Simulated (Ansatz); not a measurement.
# B5O: the cost of one run

Method: DFT PBE, scalar-relativistic, plane waves, PAW, in Ansatz 0.2.0.

## 1. Starting point

Symmetry: P6/mmm, No. 191, hexagonal system. The conventional cell has a = 2.866 Å, b = 2.866 Å, c = 6.395 Å, α = 90.00°, β = 90.00°, γ = 120.00°. B (site symmetry 3m) has 7 B at 1.65 to 1.89 Å as nearest neighbours. B (site symmetry 6/mmm) has 12 B at 1.89 Å as nearest neighbours. Around O (site symmetry 6/mmm) lie 14 B at 2.83 to 3.20 Å and 6 O at 2.87 Å.

As a file:

```
CELL_PARAMETERS angstrom
2.86618 0.00000 0.00000
-1.43309 2.48219 0.00000
0.00000 0.00000 6.39477
ATOMIC_POSITIONS crystal
B 0.33333 0.66667 0.64125
B 0.33333 0.66667 0.35875
B 0.66667 0.33333 0.35875
B 0.66667 0.33333 0.64125
B 0.00000 0.00000 0.50000
O 0.00000 0.00000 0.00000
```

Recipe of the guess: random cell by space group and Wyckoff sites (P6/mmm, No. 191). Lengths come from tabulated atomic sizes and are only a guess.

## 2. Probe: one point on a coarse mesh

input.yaml reads:

```yaml
crystal:
  lattice:
    - [2.86618096, 0.0, 0.0]
    - [-1.43309048, 2.48218552, 0.0]
    - [0.0, 0.0, 6.39477158]
  atoms:
    - { symbol: B, position: [0.33333333, 0.66666667, 0.64124838] }
    - { symbol: B, position: [0.33333333, 0.66666667, 0.35875162] }
    - { symbol: B, position: [0.66666667, 0.33333333, 0.35875162] }
    - { symbol: B, position: [0.66666667, 0.33333333, 0.64124838] }
    - { symbol: B, position: [0.0, 0.0, 0.5] }
    - { symbol: O, position: [0.0, 0.0, 0.0] }
basis:
  ecutwfc: 420
kpoints:
  mp_grid: { grid: [6, 6, 4] }
hamiltonian:
  xc: pbe
scf:
  occupations: { method: gaussian, width: 0.1 }
  lower_state_search: "off"
output:
  forces: true
  stress: true
  eigenvalues: true
```

Started as:

```
> ansatz run input.yaml --threads 1 --pin off --max-ram 2048MiB --backend cpu --events-out ev --progress --plain --runs-dir out
```

What time and memory should one allow on 1 thread of Arm Neoverse V1, shared host?

About 1.5 s, with a peak of 0.28 GiB.
